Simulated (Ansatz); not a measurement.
# ClH4N2NbS: the cost of one run

All numbers are computed with Ansatz 0.2.0, driven from Python. The levels of theory stand in the script.

**1. Starting point**

Bond lengths: N1–Nb2 2.049 Å, Nb2–N3 2.100 Å, Nb2–S4 2.035 Å, Nb2–Cl5 2.404 Å, N1–H6 1.049 Å, N1–H7 1.070 Å, N3–H8 1.066 Å, N3–H9 1.074 Å. Angles: N1–Nb2–N3 108.5°, N1–Nb2–S4 111.4°, N1–Nb2–Cl5 109.7°, N3–Nb2–S4 109.6°, N3–Nb2–Cl5 110.4°, S4–Nb2–Cl5 107.1°, Nb2–N1–H6 111.1°, Nb2–N1–H7 108.5°, H6–N1–H7 104.6°, Nb2–N3–H8 106.5°, Nb2–N3–H9 108.1°, H8–N3–H9 100.0°.

No structure file is read: the coordinates are typed or built in the script.

**2. The script**

Contents of disp.py:

```python
'''Dispersion corrections for ClH4N2NbS.'''

import warnings

import ansatz as az

GEOMETRY = '''
N    -1.35030    1.08860   -0.46730
Nb    0.29700   -0.12750   -0.40050
N     0.41820   -0.98340    1.51380
S     0.19120   -1.59980   -1.80190
Cl    2.27370    1.15760   -0.87130
H    -2.23290    0.53420   -0.35050
H    -1.42270    1.50860   -1.44930
H     0.53350   -0.17500    2.19930
H     1.38070   -1.44960    1.61070
'''

warnings.simplefilter('ignore', az.DeckWarning)

molecule = az.Crystal.molecule()
for line in GEOMETRY.strip().splitlines():
    symbol, *xyz = line.split()
    molecule = molecule.atom(symbol, [float(v) for v in xyz])

setup = molecule.calculation().basis(gaussian='def2-SVP')
for name in ['revpbe', 'pbe']:
    for correction in ('d3bj', 'd4'):
        report = setup.functional(name, dispersion=correction).run(threads=1).report
        print(f'{name:8s} {correction:5s} total {report["free_energy_ev"]:.5f} eV, of which dispersion {1000 * report["dispersion"]["energy"]["ev"]:.2f} meV')
```

**3. What the engine is handed**

The package turns the script's settings into the engine's input (first run):

```yaml
crystal:
  periodic: [false, false, false]
  atoms:
    - { symbol: "N", position_ang: [-1.3503, 1.0886, -0.4673] }
    - { symbol: Nb, position_ang: [0.297, -0.1275, -0.4005] }
    - { symbol: "N", position_ang: [0.4182, -0.9834, 1.5138] }
    - { symbol: S, position_ang: [0.1912, -1.5998, -1.8019] }
    - { symbol: Cl, position_ang: [2.2737, 1.1576, -0.8713] }
    - { symbol: H, position_ang: [-2.2329, 0.5342, -0.3505] }
    - { symbol: H, position_ang: [-1.4227, 1.5086, -1.4493] }
    - { symbol: H, position_ang: [0.5335, -0.175, 2.1993] }
    - { symbol: H, position_ang: [1.3807, -1.4496, 1.6107] }
basis:
  gaussian:
    orbitals: def2-SVP
hamiltonian:
  xc: revpbe
  dispersion: d3bj
```

**4. Launch**

Command:

```sh
$ python disp.py
```

**Question.** How long does this script take on 1 thread of Arm Neoverse V1, shared host, and how much memory does it need?

About 18 s, with a peak of 0.22 GiB.
